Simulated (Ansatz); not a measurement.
# WB+ (triplet): wave-function methods side by side, def2-TZVPP

One table from this session's results is given with a row withheld; the runs are named, their logs left out.

Computed with Ansatz 0.2.0, Gaussian basis. Level: def2-TZVPP, core rule «outside noble gas», up to 5 orbitals frozen.

Plan: UHF; ROHF; CCSD(T) on UHF.

2 further runs of the same task are left out: 2 set aside as unsound or not needed.

## The system

The geometry is a PBE0/def2-TZVP stationary point (not a proven minimum). No spin-orbit coupling is included. Elements past krypton take def2 core potentials.

2 atoms, charge 1, spin multiplicity 3.

Atoms are counted from 1 here; the program's logs count them from 0.

Bond lengths: W1–B2 1.969 Å.

Set-up of the first run:

Contents of in.yaml:

```yaml
crystal:
  periodic: [false, false, false]
  atoms:
    - {symbol: W, position_ang: [0.000000, 0.000000, 0.000000]}
    - {symbol: B, position_ang: [0.000000, 0.000000, 1.969000]}
basis:
  gaussian: {orbitals: def2-TZVPP}
total_charge: 1
magnetization: {spin_polarized: true, initial_magnetization: 2}
hamiltonian: {xc: hf}
output: {orbitals: {seedname: orbitals}}
```

On the command line:

```
$ ansatz run in.yaml --threads 1 --pin off --events-out ev --progress --plain --max-ram 2816MiB --backend cpu
```

Among the steps run: UHF; ROHF; CCSD(T) on UHF.

One of the session's tables, all rows but one given; the rest of the session is left out.

It belongs to the step «Misses and costs». 

```
  method  from UCCSD(T) (meV)
    ROHF              +6998.3
     UHF              +5252.8
    UMP2                    ?
   UCCSD               +337.0
UCCSD(T)                    0
```

**Question.** Estimate the row for UMP2.

**Answer.** from UCCSD(T) (meV): +1246.7. In the column «from UCCSD(T) (meV)» it lies between UCCSD (+337.0) and UHF (+5252.8).

Caveats from the session: The determinant is far from a pure spin state, so its energy mixes those of several spin states (harmless only where they are near-degenerate, as at dissociation). Warnings: spin contamination; coupled cluster took another determinant than the lowest.
